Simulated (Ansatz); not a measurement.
# C2H7AlOSi: ladder of methods at one geometry in Python

Aim: a ladder of methods at one geometry, for C2H7AlOSi, run from a script. SMILES: OC1[CH2][AlH][SiH2]1.

Program: the Python package of Ansatz 0.2.0. The levels of theory stand in the script. These are calculated values, not measurements.

## (1) Starting point

Bond lengths: O1–C2 1.350 Å, C2–C3 1.561 Å, C3–Al4 2.026 Å, C2–Si5 1.884 Å, Al4–Si5 2.249 Å, O1–H6 1.036 Å, C2–H7 1.129 Å, C3–H8 1.095 Å, C3–H9 1.073 Å, Al4–H10 1.616 Å, Si5–H11 1.441 Å, Si5–H12 1.493 Å. Angles (14 of 22 angles, heavy atoms first): O1–C2–C3 112.4°, O1–C2–Si5 108.4°, C3–C2–Si5 102.6°, C2–C3–Al4 97.7°, C3–Al4–Si5 78.0°, C2–Si5–Al4 81.7°, O1–C2–H7 110.4°, C3–C2–H7 113.5°, Si5–C2–H7 109.1°, C2–O1–H6 108.5°, C2–C3–H8 107.2°, C2–C3–H9 111.5°, Al4–C3–H8 111.0°, Al4–C3–H9 115.8°.

The script holds or builds the structure itself.

## (2) Script

run_methods.py

```python
"""C2H7AlOSi at several levels of theory."""

from pathlib import Path
import warnings

import ansatz as az
from ase import Atoms
import numpy as np

warnings.simplefilter("ignore", az.DeckWarning)

atoms = Atoms(["O", "C", "C", "Al", "Si", "H", "H", "H", "H", "H", "H", "H"], positions=[
    [0.0284, 1.8929, 0.1682],
    [0.1913, 0.6101, 0.5573],
    [-1.117, -0.2273, 0.4056],
    [-0.4203, -1.5785, -0.9332],
    [1.3617, -0.2349, -0.6531],
    [-0.5128, 2.3921, 0.8969],
    [0.6365, 0.5667, 1.5943],
    [-1.3125, -0.6993, 1.3741],
    [-1.9355, 0.3806, 0.0717],
    [-1.0181, -2.8642, -1.7086],
    [1.6709, 0.5949, -1.7903],
    [2.5043, -0.8884, 0.051],
])
c2h7alosi = az.Crystal.molecule_from_ase(atoms)

setup = c2h7alosi.calculation().basis(gaussian="def2-SVP")

print("functional    E (Ha)        dipole (D)   HOMO (eV)  LUMO (eV)")
for name in ["r2scan0", "pbe0", "b3lyp", "revpbe", "lc_wpbe"]:
    data = setup.functional(name).forces().orbitals().run(threads=1, runs_dir="runs").report
    lines = Path(data["orbitals_path"]).read_text().splitlines()
    field_of = lambda key: [line.split("=")[1].strip() for line in lines if line.startswith(key)]
    orbitals = [(27.211386 * float(e), s, float(n)) for e, s, n in zip(field_of("Ene="), field_of("Spin="), field_of("Occup="))]
    homo = max(e for e, _, n in orbitals if n > 0.5)
    lumo = min(e for e, _, n in orbitals if n < 0.5)
    dipole = 4.803205 * np.linalg.norm(data["charge_distribution"]["dipole_moment_e_ang"])
    print(f"{name:10s} {data['free_energy_ev'] / 27.211386246:14.6f} {dipole:9.3f} {homo:11.3f} {lumo:10.3f}")
```

## (3) The input behind the calls

The engine receives this input (first run):

```yaml
crystal:
  periodic: [false, false, false]
  atoms:
    - { symbol: O, position_ang: [0.0284, 1.8929, 0.1682] }
    - { symbol: C, position_ang: [0.1913, 0.6101, 0.5573] }
    - { symbol: C, position_ang: [-1.117, -0.2273, 0.4056] }
    - { symbol: Al, position_ang: [-0.4203, -1.5785, -0.9332] }
    - { symbol: Si, position_ang: [1.3617, -0.2349, -0.6531] }
    - { symbol: H, position_ang: [-0.5128, 2.3921, 0.8969] }
    - { symbol: H, position_ang: [0.6365, 0.5667, 1.5943] }
    - { symbol: H, position_ang: [-1.3125, -0.6993, 1.3741] }
    - { symbol: H, position_ang: [-1.9355, 0.3806, 0.0717] }
    - { symbol: H, position_ang: [-1.0181, -2.8642, -1.7086] }
    - { symbol: H, position_ang: [1.6709, 0.5949, -1.7903] }
    - { symbol: H, position_ang: [2.5043, -0.8884, 0.051] }
basis:
  gaussian:
    orbitals: def2-SVP
hamiltonian:
  xc: r2scan0
output:
  orbitals: {}
  forces: true
```

## (4) The run

Started as:

```sh
$ python run_methods.py
```

Log:

```text
functional    E (Ha)        dipole (D)   HOMO (eV)  LUMO (eV)
r2scan0       -687.036412     1.604      -6.610     -1.610
pbe0          -686.793268     1.593      -6.450     -1.712
b3lyp         -687.243900     1.513      -6.233     -1.864
revpbe        -687.039893     1.583      -5.267     -2.366
lc_wpbe       -686.935530     1.557      -9.026      0.348
```

Wall time 36 s (1 thread of Arm Neoverse V2, shared host); peak memory 0.33 GiB.

## (5) What changed from run to run

The engine's inputs for some of the other runs:

Run 2, against run 1:

```diff
@@ -20 +20 @@
-  xc: r2scan0
+  xc: pbe0
```

Run 3, against run 1:

```diff
@@ -20 +20 @@
-  xc: r2scan0
+  xc: b3lyp
```

Run 4, against run 1:

```diff
@@ -20 +20 @@
-  xc: r2scan0
+  xc: revpbe
```

Lines on the test bed's own set-up are left out of the output.

## (6) The engine's runs

One row for each of the 5 runs:

```tsv
run	functional	energy (eV)	SCF cycles	CPU time (s)
1	r2scan0	-18695.2132	18	12
2	pbe0	-18688.5969	19	6.4
3	b3lyp	-18700.8592	19	6.4
4	revpbe	-18695.3079	20	4.8
5	lc_wpbe	-18692.4680	17	5.7
```

Totals hang on method, basis and potentials, so only like runs compare.

The fields below are those of run 1.

## (7) The molecule's orbitals and density

Orbitals, density, ELF and potential are computed afterwards from the orbital file.

Frontier orbitals at r2SCAN0/def2-SVP, with the share of their density that lies nearest to each atom:

```tsv
orbital	energy (eV)	lies on
HOMO-1	-7.11	C2 19 %; Si5 17 %; H10 15 %
HOMO	-6.61	Al4 24 %; C3 24 %; Si5 21 %
LUMO	-1.61	Al4 55 %; H10 13 %; H8, H11, H12 about 6 % each
```

ELF in a plane through or near 4 of the atoms.

Values, 10 rows by 14 columns:
```
0.00 0.00 0.00 0.00 0.00 0.00 0.00 0.00 0.00 0.00 0.00 0.00 0.00 0.00
0.00 0.00 0.00 0.00 0.00 0.02 0.07 0.05 0.00 0.00 0.00 0.00 0.00 0.00
0.00 0.00 0.00 0.00 0.02 0.18 0.49 0.31 0.06 0.00 0.00 0.00 0.00 0.00
0.00 0.00 0.00 0.08 0.44 0.40 0.66 0.22 0.11 0.03 0.00 0.00 0.00 0.00
0.00 0.00 0.04 0.16 0.84 0.98 0.18 0.95 0.45 0.39 0.13 0.00 0.00 0.00
0.00 0.10 0.95 0.97 0.12 0.66 0.41 0.83 0.46 0.24 0.82 0.13 0.00 0.00
0.00 0.28 1.00 1.00 0.65 0.36 0.86 0.28 0.38 0.01 0.09 0.00 0.00 0.00
0.00 0.01 0.66 0.85 0.22 0.24 0.20 0.45 0.27 0.02 0.00 0.00 0.00 0.00
0.00 0.00 0.00 0.00 0.00 0.00 0.01 0.02 0.02 0.00 0.00 0.00 0.00 0.00
0.00 0.00 0.00 0.00 0.00 0.00 0.00 0.00 0.00 0.00 0.00 0.00 0.00 0.00
```
The map spans 11.8 Å across and 9.7 Å up, centred on the molecule. Atoms in the plane (x, y in Å): C2 (0.8, 0.1), C3 (0.0, -1.2), Al4 (-1.8, -0.4), Si5 (-0.6, 1.4).

On the surface of density 0.002 e/bohr³ the electrostatic potential runs, from the 1st to the 99th percentile, from -1.51 V near O1 to 2.76 V near Al4.

## (8) Results

```
                                          quantity    value
                                     runs compared        5
HOMO-LUMO gap of the mean field (r2SCAN0/def2-SVP)  5.00 eV
```

What this shows: All 5 runs converged, in 17 to 20 cycles. Notes:
- The geometry is a force-field or estimated start, not a minimum of this method, and the basis set is short of its limit. A lower total doesn't mark the better method: functionals have no common bound, and MP2 and coupled cluster aren't variational.
- b3lyp holds the VWN-RPA fit, as in Gaussian; the form of ORCA and Turbomole is b3lyp5.
- Levels such as HOMO and LUMO are orbital energies: with these approximate functionals they aren't the ionisation energy and electron affinity, and their gap isn't the fundamental gap.
